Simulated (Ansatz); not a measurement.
# C₂H₈AlNO₂: a ladder of functionals and wavefunction methods

An exercise on one series of results from a longer session: the logs are not shown, and one member is left open.

Computed with Ansatz 0.2.0, Gaussian basis. Level: functionals in def2-TZVPP, the program's frozen cores in correlated methods.

Levels to be run: LDA (SPW92), PBE-D4, revPBE-D4, BLYP-D4, r2SCAN-D4, B97M-V, PBE0-D4, B3LYP-D4, r2SCANh-D4, r2SCAN0-D4, HSE06-D4, BHLYP-D4, CAM-B3LYP-D4, LC-ωPBE, ωB97X-V, ωB97M-V, B2PLYP, PBE-QIDH; CCSD(T)/def2-SVP; CCSD(T)/def2-TZVPP; MP2/def2-QZVPP; extrapolation to the limit; RPA on PBE.

**Structure used throughout**

The geometry comes from an earlier relaxation with PBE0-D4 in a triple-zeta def2 set; it is a stationary point, not always the lowest conformer.

SMILES `C[O][Al]([NH2])[O]C`, 14 atoms, charge 0, spin multiplicity 1.

Atoms are counted from 1 here; the program's logs count them from 0.

Bond lengths: C1–O2 1.391 Å, C1–H7 1.096 Å, C1–H8 1.096 Å, C1–H9 1.097 Å, O2–Al3 1.681 Å, Al3–N4 1.756 Å, Al3–O5 1.681 Å, N4–H10 1.005 Å, N4–H11 1.005 Å, O5–C6 1.391 Å, C6–H12 1.096 Å, C6–H13 1.097 Å, C6–H14 1.096 Å. Angles: O2–C1–H7 110.4°, O2–C1–H8 110.3°, O2–C1–H9 112.9°, H7–C1–H8 107.7°, H7–C1–H9 107.7°, H8–C1–H9 107.7°, C1–O2–Al3 139.9°, O2–Al3–N4 117.8°, O2–Al3–O5 124.4°, N4–Al3–O5 117.8°, Al3–N4–H10 124.4°, Al3–N4–H11 124.4°, H10–N4–H11 111.1°, Al3–O5–C6 139.8°, O5–C6–H12 110.4°, O5–C6–H13 112.9°, O5–C6–H14 110.3°, H12–C6–H13 107.7° and more.

The first run:

The input, in.yaml:

```yaml
crystal:
  periodic: [false, false, false]
  atoms:
    - {symbol: C, position_ang: [0.177164, 0.512477, 2.216653]}
    - {symbol: O, position_ang: [0.397064, -0.547853, 1.343131]}
    - {symbol: Al, position_ang: [0.261889, -0.915398, -0.291277]}
    - {symbol: N, position_ang: [0.723130, -2.528388, -0.808319]}
    - {symbol: O, position_ang: [-0.283380, 0.157512, -1.464440]}
    - {symbol: C, position_ang: [-0.747189, 1.464412, -1.576901]}
    - {symbol: H, position_ang: [-0.580180, 0.242927, 2.961512]}
    - {symbol: H, position_ang: [1.099715, 0.759920, 2.753729]}
    - {symbol: H, position_ang: [-0.165575, 1.421356, 1.706064]}
    - {symbol: H, position_ang: [1.062938, -3.247266, -0.193190]}
    - {symbol: H, position_ang: [0.682810, -2.854196, -1.758511]}
    - {symbol: H, position_ang: [-1.776399, 1.473436, -1.953333]}
    - {symbol: H, position_ang: [-0.736539, 2.004225, -0.621536]}
    - {symbol: H, position_ang: [-0.128447, 2.027536, -2.284582]}
basis:
  gaussian: {orbitals: def2-TZVPP}
hamiltonian: {xc: lda}
output: {orbitals: {seedname: orbitals}}
```

On the command line:

```console
$ ansatz run in.yaml --threads 4 --pin off --events-out ev --progress --plain --max-ram 11315MiB
```

Steps of the session up to this table: LDA; PBE-D4 (GGA); revPBE-D4 (GGA); BLYP-D4 (GGA); r2SCAN-D4 (meta-GGA); B97M-V (meta-GGA); PBE0-D4 (hybrid); B3LYP-D4 (hybrid); r2SCANh-D4 (hybrid); r2SCAN0-D4 (hybrid); HSE06-D4 (hybrid); BHLYP-D4 (hybrid); CAM-B3LYP-D4 (range-separated); LC-ωPBE (range-separated); ωB97X-V (range-separated); ωB97M-V (range-separated); B2PLYP (double hybrid); PBE-QIDH (double hybrid).

One table of the session follows, with a row left open; its other results are not shown here.

It belongs to the step «Frontier levels by functional». 

| functional | HOMO (eV) | gap (eV) |
| --- | --- | --- |
| LDA (SPW92) | -5.86 | 4.83 |
| PBE-D4 | -5.69 | 4.89 |
| revPBE-D4 | ? | ? |
| BLYP-D4 | -5.55 | 4.80 |
| r2SCAN-D4 | -5.98 | 5.67 |
| B97M-V | -6.05 | 5.38 |
| PBE0-D4 | -7.12 | 7.19 |
| B3LYP-D4 | -6.86 | 6.62 |
| r2SCANh-D4 | -6.52 | 6.48 |
| r2SCAN0-D4 | -7.33 | 7.68 |
| HSE06-D4 | -6.72 | 6.41 |
| BHLYP-D4 | -8.45 | 9.24 |
| CAM-B3LYP-D4 | -8.56 | 9.48 |
| LC-ωPBE | -10.00 | 12.23 |
| ωB97X-V | -9.61 | 11.57 |
| ωB97M-V | -9.52 | 11.10 |

Estimate the missing values for revPBE-D4.

The run gave: HOMO (eV): -5.63; gap (eV): 4.96. In the column «HOMO (eV)» it lies between PBE-D4 (-5.69) and BLYP-D4 (-5.55).
